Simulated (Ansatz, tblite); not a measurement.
NaScSe₂: GFN1-xTB, run from Python

These are simulated results from tblite 0.8.0, not measurements. The cell was built from a prototype and was relaxed with r2SCAN in plane waves (Ansatz 0.2.0). It may be hypothetical. All runs are without spin polarisation.

Space group P4/mmm (No. 123), tetragonal; a = 4.005 Å, c = 5.428 Å in the conventional setting, 21.76 Å³ an atom. Na is surrounded by 6 Se at 2.71–2.83 Å; Se is surrounded by 2 Na at 2.71 Å and 4 Sc at 2.83 Å; Sc is surrounded by 6 Se at 2.71–2.83 Å; Se is surrounded by 2 Sc at 2.71 Å and 4 Na at 2.83 Å.

tblite solves periodic systems at the zone centre alone, so the script builds a cluster of 3×3×2 conventional cells (72 atoms), which folds in a coarse mesh of k points.

The script, run.py:

```python
import json
from ase import Atoms
from ase.build import make_supercell
from ase.units import Bohr, GPa, Hartree
from tblite.interface import Calculator

atoms = Atoms(['Na', 'Se', 'Sc', 'Se'],
              cell=[[4.004607, 0.0, 0.0], [0.0, 4.004607, 0.0], [0.0, 0.0, 5.427568]],
              scaled_positions=[[0.0, -0.0, 0.0], [0.0, -0.0, 0.5], [0.5, 0.5, 0.5], [0.5, 0.5, 0.0]],
              pbc=True)
cluster = make_supercell(atoms, [[3, 0, 0], [0, 3, 0], [0, 0, 2]])
calc = Calculator('GFN1-xTB', cluster.numbers, cluster.positions / Bohr, lattice=cluster.cell[:] / Bohr, periodic=cluster.pbc)
calc.set('temperature', 0.02 / Hartree)
calc.set('max-iter', 150)
res = calc.singlepoint()
levels = res.get('orbital-energies') * Hartree
nv = round(res.get('orbital-occupations').sum() / 2)
cells = len(cluster) // len(atoms)
out = {'energy_per_cell': res.get('energy') * Hartree / cells, 'homo': levels[nv - 1], 'lumo': levels[nv],
       'stress': (-res.get('virial') * Hartree / cluster.get_volume() / GPa).tolist(), 'charges': res.get('charges')[:len(atoms)].tolist(), 'electrons': 2 * nv / cells}
json.dump(out, open('results.json', 'w'))
for key, value in out.items():
    print(key, value)
```

Command: `python run.py`. It took 8.8 s on 1 thread of Arm Neoverse V2, with other jobs on the host, peak memory 0.14 GiB.

Output:

```
------------------------------------------------------------
  cycle        total energy    energy error   density error
------------------------------------------------------------
      1     -143.8670107847  -1.4337189E+02   7.9994549E-01
      2     -154.2762088780  -1.0409198E+01   2.2834339E+00
      3     -145.3105022700   8.9657066E+00   5.2313953E-01
      4     -143.1261166176   2.1843857E+00   4.8209394E-01
      5     -148.5718531962  -5.4457366E+00   3.5316957E-01
      6     -149.2214103823  -6.4955719E-01   2.8289005E-01
      7     -149.4146583180  -1.9324794E-01   2.6361891E-01
      8     -149.7118080547  -2.9714974E-01   2.1362554E-01
      9     -149.8475147795  -1.3570672E-01   1.8442860E-01
     10     -150.0140764238  -1.6656164E-01   1.3597453E-01
     11     -149.9180748644   9.6001559E-02   1.4432030E-01
     12     -147.9220501921   1.9960247E+00   4.5079568E-01
     13     -147.3876866168   5.3436358E-01   5.1530978E-01
     14     -147.1963875310   1.9129909E-01   5.3477441E-01
     15     -147.0895316398   1.0685589E-01   5.4920597E-01
     16     -147.1296583086  -4.0126669E-02   5.4118566E-01
     17     -147.1357775641  -6.1192555E-03   5.4116972E-01
     18     -147.1196486350   1.6128929E-02   5.4237934E-01
     19     -147.4071852663  -2.8753663E-01   5.1140426E-01
     20     -147.4061360627   1.0492037E-03   5.1152086E-01
     21     -147.2861829024   1.1995316E-01   5.2409554E-01
     22     -147.3723945365  -8.6211634E-02   5.1562482E-01
     23     -148.3309380825  -9.5854355E-01   4.0387389E-01
     24     -149.4196537463  -1.0887157E+00   2.5016987E-01
     25     -150.2072815105  -7.8762776E-01   2.0605186E-02
     26     -150.1845466961   2.2734814E-02   4.6750731E-02
     27     -150.1575238446   2.7022851E-02   6.5380070E-02
     28     -150.1942899076  -3.6766063E-02   4.2911340E-02
     29     -150.2016117256  -7.3218180E-03   3.6295413E-02
     30     -150.2019366326  -3.2490704E-04   3.5882793E-02
     31     -150.2049165059  -2.9798733E-03   3.3143241E-02
     32     -150.2129826388  -8.0661329E-03   2.2146819E-02
     33     -150.2178114100  -4.8287711E-03   1.1691760E-02
     34     -150.2185510986  -7.3968860E-04   7.9647402E-03
     35     -150.2165271994   2.0238991E-03   1.3928085E-02
     36     -150.2161954563   3.3174318E-04   1.4367978E-02
     37     -150.2156772134   5.1824284E-04   1.5080644E-02
     38     -150.2146654750   1.0117384E-03   1.6759227E-02
     39     -150.2144249556   2.4051941E-04   1.6939569E-02
     40     -150.2143949217   3.0033967E-05   1.6886402E-02
     41     -150.2155415772  -1.1466556E-03   1.5093092E-02
     42     -150.2165763355  -1.0347583E-03   1.3264371E-02
     43     -150.2170035396  -4.2720410E-04   1.3238496E-02
     44     -150.2165252265   4.7831316E-04   1.4560921E-02
     45     -150.2163204023   2.0482420E-04   1.4968270E-02
     46     -150.2165679764  -2.4757417E-04   1.4552323E-02
     47     -150.2188010100  -2.2330335E-03   8.7146702E-03
     48     -150.2195803980  -7.7938804E-04   5.6622528E-03
     49     -150.2197234644  -1.4306641E-04   5.2352791E-03
     50     -150.2197704145  -4.6950087E-05   5.0547175E-03
     51     -150.2198178255  -4.7410970E-05   4.8759468E-03
     52     -150.2199598306  -1.4200507E-04   4.3141768E-03
     53     -150.2201115221  -1.5169151E-04   3.4897794E-03
     54     -150.2202294602  -1.1793817E-04   2.6879580E-03
     55     -150.2202747614  -4.5301137E-05   2.3360013E-03
     56     -150.2203173550  -4.2593578E-05   1.9802945E-03
     57     -150.2203343425  -1.6987559E-05   1.8315381E-03
     58     -150.2203469336  -1.2591063E-05   1.6833378E-03
     59     -150.2203648625  -1.7928880E-05   1.4699560E-03
     60     -150.2203753465  -1.0484064E-05   1.3169428E-03
     61     -150.2203881742  -1.2827688E-05   1.1043949E-03
     62     -150.2204052473  -1.7073122E-05   7.7047398E-04
     63     -150.2204138257  -8.5783634E-06   5.0823893E-04
     64     -150.2204164017  -2.5760401E-06   3.9934125E-04
     65     -150.2204180611  -1.6594053E-06   3.1693573E-04
     66     -150.2204186975  -6.3640434E-07   2.7756666E-04
     67     -150.2204193750  -6.7748013E-07   2.2450663E-04
     68     -150.2204201363  -7.6127338E-07   1.5035445E-04
     69     -150.2204204504  -3.1407330E-07   1.1480263E-04
     70     -150.2204206097  -1.5932994E-07   8.6893104E-05
     71     -150.2204207219  -1.1218478E-07   5.1159517E-05
     72     -150.2204207369  -1.5055605E-08   4.2164644E-05
     73     -150.2204207500  -1.3083820E-08   2.9408370E-05
     74     -150.2204207566  -6.5254540E-09   2.1306158E-05
     75     -150.2204207588  -2.2079973E-09   1.8085268E-05
------------------------------------------------------------

 total:                                   8.227 sec
energy_per_cell -227.09476988941955
homo -9.386088421842228
lumo -9.386004238278923
stress [[-3.4883074348659204, 1.047019143469291e-06, -2.706431043681349e-07], [1.0470191433391384e-06, -3.4883074339338616, -2.706403277334319e-07], [-2.706431043531055e-07, -2.7064032768097094e-07, -0.3880428723284523]]
charges [0.5017334884426383, -0.2884984205422442, 0.1659345787499129, -0.3791319584313101]
electrons 16.0
```

The cycle table is in hartree for the whole cluster, and the lines after it are in eV (the energy for one cell). The printed stress is in GPa and positive in compression, and the pressure is its mean diagonal.

GFN1-xTB gives no gap at the points read. On the same cell, plane-wave PBE (Ansatz, 6×6×6 k points and the special points) gives no gap (an overlap of 0.05 eV at the points read) and r2SCAN a gap of 0.18 eV; on shared hosts these took about 6.5 and 15 core-seconds on the 4-atom cell, against 8.8 for the script. Semilocal gaps usually lie below measured ones.

The same script was run on cells scaled at fixed shape and fractional coordinates:

```
volume (Å³/atom)  energy (meV/atom)  pressure (GPa, positive in compression)  gap (eV)
           19.15                2.1                                     3.19      0.08
           20.45              -10.3                                     0.00      0.02
           21.76                0.0                                    -2.45      0.00
           23.07               28.6                                    -4.49      0.00
           24.37               72.4                                    -6.19      0.00
```

A Birch-Murnaghan fit puts the minimum at 20.47 Å³/atom, 5.9 % below the given cell, with a bulk modulus of 43.3 GPa at fixed shape.

xTB was fitted mostly to molecules, and a small cluster samples few k points, so gaps, pressures and kinks along a curve can be far from a solid's.

The runs are scalar-relativistic, without spin-orbit coupling.
